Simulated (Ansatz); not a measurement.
Born–Oppenheimer molecular dynamics of a periodic cell of 16 atoms, C (start crystal C, start structure diamond, volume 1.1 times the crystal's). It starts from a structure without forces on its atoms.

Computed with DFT PBE, scalar-relativistic, plane waves, PAW in Ansatz. Settings: cutoff 420 eV, k mesh 3x3x3, fermi-dirac smearing 0.24 eV, no spin polarisation.

| Property | Result |
| --- | --- |
| ensemble | NVT, Langevin thermostat |
| time step | 0.75 fs |
| steps asked | 100 |
| set temperature | 2800 K |
| friction | 0.02 /fs |
| seed | 668945 |

First frame:

```xyz
16
Lattice="0.0000 3.6852 3.6852 3.6852 0.0000 3.6852 3.6852 3.6852 0.0000" Properties=species:S:1:pos:R:3
C 0.000 0.000 0.000
C 0.921 0.921 0.921
C 1.843 1.843 0.000
C 2.764 2.764 0.921
C 1.843 0.000 1.843
C 2.764 0.921 2.764
C 3.685 1.843 1.843
C 4.607 2.764 2.764
C 0.000 1.843 1.843
C 0.921 2.764 2.764
C 1.843 3.685 1.843
C 2.764 4.607 2.764
C 1.843 1.843 3.685
C 2.764 2.764 4.607
C 3.685 3.685 3.685
C 4.607 4.607 4.607
```

(1) What does the run give?

(2) What happens to the structure?

(3) How do temperature and energy run in time?

Answers

(1) The run went to its last step.

| Quantity | Value |
| --- | --- |
| steps done | 100 |
| time covered | 75 fs |
| mean temperature over the second half | 2158 K |
| spread of the potential energy over the second half | 45.8 meV per atom |
| mean potential energy of the second half above the start | 278.1 meV per atom |

The mean temperature of the second half is 23 % below the set value. A run of 0.075 ps of so small a system gives no equilibrium averages.

(2) Mean squared displacements from the first frame to the last, about the centre of mass: C 0.02 Å². The details hang on the random start.

(3) 
```tsv
time (fs)	T (K)	potential energy less start (eV)
0.0	2625	0.000
6.0	1215	3.400
12.0	1349	4.683
18.0	1707	4.024
24.0	2313	3.520
30.0	1929	4.519
36.0	2436	4.616
42.0	2564	4.159
48.0	1733	5.650
54.0	1894	5.251
60.0	1952	3.609
66.0	2303	3.437
72.0	1937	4.854
```

Run time: 8 min on 1 thread of Arm Neoverse V2 (shared host), peak memory 0.4 GiB.
